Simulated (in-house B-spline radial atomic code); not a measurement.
**Co¹²⁺: density, ELF and screening along the radius**

Aim: the shell structure of Co¹²⁺ in the radial density, the electron localisation function and the screened nuclear charge, under several settings.

Program: in-house B-spline radial atomic code version 1. Level of theory: several methods, spin-polarised, as named in each step; spherical all-electron atom at the radial basis limit. These are calculated values, not measurements, unless marked.

## (1) What is computed

| Quantity | Value |
| --- | --- |
| element | cobalt (Z = 27) |
| charge | +12 |
| electrons | 15 |
| configuration | [Ne] 3s2 3p3 |
| nucleus | point (non-relativistic runs) or finite (X2C runs) |

Outer shells as boxes (Hund's rule):

[Ne] 3s2 3p3
```
[Ne] core
3s [↑↓]
3p [↑ ][↑ ][↑ ]
```

Where spins are not typed, each open shell is filled with up spins first.

## (2) LDA (VWN5), non-rel.

Settings of the run:

```ini
Z = 27
electrons = 15.0
configuration = [Ne] 3s2 3p3
hamiltonian = nr
method = lda,vwn
spin_polarised = True
```

Run with:

```
python run_scf.py task.json out
```

The settings of every run stand in task.json; they run in order.

## (3) PBE, non-rel.

Settings of the run:

```ini
Z = 27
electrons = 15.0
configuration = [Ne] 3s2 3p3
hamiltonian = nr
method = pbe,pbe
spin_polarised = True
```

## (4) Hartree-Fock, non-rel.

Settings of the run:

```ini
Z = 27
electrons = 15.0
configuration = [Ne] 3s2 3p3
hamiltonian = nr
method = hf
spin_polarised = True
```

## (5) ωB97X, non-rel.

Settings of the run:

```ini
Z = 27
electrons = 15.0
configuration = [Ne] 3s2 3p3
hamiltonian = nr
method = wb97x
spin_polarised = True
```

## (6) PBE0, non-rel.

Settings of the run:

```ini
Z = 27
electrons = 15.0
configuration = [Ne] 3s2 3p3
hamiltonian = nr
method = pbe0
spin_polarised = True
```

**Question.** How large is the system in each run, where do the shell borders lie, and what is the highest level?

As calculated:

| run | total energy (hartree) | highest level (eV) | radius holding 50 / 90 / 99 % (bohr) | radius at n = 0.001 (bohr) | ELF minima on the full grid (bohr) |
| --- | --- | --- | --- | --- | --- |
| LDA (VWN5), non-rel. | -1318.1258 | -359.05 | 0.256 / 0.791 / 1.19 | 1.68 | 0.091, 0.43 |
| PBE, non-rel. | -1320.5526 | -359.41 | 0.256 / 0.790 / 1.19 | 1.68 | 0.091, 0.43 |
| Hartree-Fock, non-rel. | -1320.2017 | -375.48 | 0.255 / 0.792 / 1.19 | 1.68 | 0.092, 0.43 |
| ωB97X, non-rel. | -1320.9422 | -365.77 | 0.255 / 0.790 / 1.19 | 1.67 | 0.091, 0.43 |
| PBE0, non-rel. | -1320.6167 | -363.73 | 0.255 / 0.791 / 1.19 | 1.68 | 0.091, 0.43 |

What this shows: In the first run ELF has 2 minima on the grid, which mark the borders between shells. On the record's full grid the screened charge (r times the electrostatic potential) falls from 26.9 near the nucleus to 12.00 at 2.4 bohr; far out it tends to the net charge, 12. The grid is coarse (about 19 % a step), so the places of minima are rough.

Members of this set that are not shown: 1 used exact exchange with fractional occupations of an open shell, which is unsound here.
